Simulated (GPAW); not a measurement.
# A GPAW job on CH4FIn (SMILES [CH3][InH][F])

Aim: energy and one-electron properties of CH4FIn.

The calculation is run with GPAW 26.7.0.

3 further runs of the same task are left out: 2 that didn't finish, 1 set aside as unsound or not needed.

### 1 Starting point

CH4FIn: 7 atoms, total charge 0, spin state singlet. SMILES: `[CH3][InH][F]`. The shape comes from GFN2-xTB, which is rough for such elements, and wasn't checked as a minimum.

Bond lengths: C1–In2 2.214 Å, In2–F3 1.965 Å, C1–H4 1.085 Å, C1–H5 1.087 Å, C1–H6 1.086 Å, In2–H7 1.719 Å. Angles: C1–In2–F3 108.7°, C1–In2–H7 144.7°, F3–In2–H7 106.6°, In2–C1–H4 111.4°, In2–C1–H5 103.2°, In2–C1–H6 109.0°, H4–C1–H5 111.5°, H4–C1–H6 110.8°, H5–C1–H6 110.7°.

### 2 The run

ch4fin_sp.py

```python
import numpy as np
from ase import Atoms
from ase.units import Bohr, Debye
from gpaw import GPAW, PW

positions_bohr = np.array(
              [[ -1.820260,   0.861488,  -0.554805],
               [  2.030284,  -0.617185,   0.149383],
               [  1.932869,  -2.808473,   3.145544],
               [ -2.288798,   0.810693,  -2.549411],
               [ -3.015493,  -0.408370,   0.531296],
               [ -1.944642,   2.775422,   0.174648],
               [  5.106040,  -0.613575,  -0.896637]])
molecule = Atoms('CInFHHHH', positions=positions_bohr * Bohr)
molecule.center(vacuum=4.5)

dft = GPAW(mode=PW(450), xc='RPBE', maxiter=85, txt='-')
molecule.calc = dft

energy = molecule.get_energy()
print(f'Energy                  {energy:.5f} eV')
forces = molecule.get_forces()
print('Forces (eV/Ang)')
for symbol, f in zip(molecule.symbols, forces):
    print(f'{symbol:2} {f[0]:9.4f} {f[1]:9.4f} {f[2]:9.4f}')
dipole = molecule.get_dipole_moment() / Debye
print(f'Dipole: {np.linalg.norm(dipole):.3f} D')
homo, lumo = dft.get_homo_lumo()
print(f'HOMO: {homo:.3f} eV')
print(f'LUMO = {lumo:.3f} eV')
print(f'Gap                     {lumo - homo:.3f} eV')
```

On the command line:

```sh
$ python ch4fin_sp.py
```

Output:

```text
__  _  _
 | _ |_)|_||  |
 |__||  | ||/\| - 26.7.0

units:  Angstrom and eV
cores:  1
OpenMP: False

Versions:
  Python: 3.12.14
  ASE:    3.29.0
  Numpy:  2.5.5
  Scipy:  1.18.1
  Libxc:  7.0.0

Input parameters:
  mode=PW(ecut=450.00000000000006),
  maxiter=85,
  xc=XC(name='RPBE')
AttributeError: 'Atoms' object has no attribute 'get_energy'
```

It took 2.1 s on 1 thread of AMD EPYC (Zen 3), shared host; peak memory 0.093 GiB.

### 3 Diagnosis

The input was rejected.

The telling line is `AttributeError: 'Atoms' object has no attribute 'get_energy'`. The cause is that the input text is malformed or holds a word that the program doesn't know.
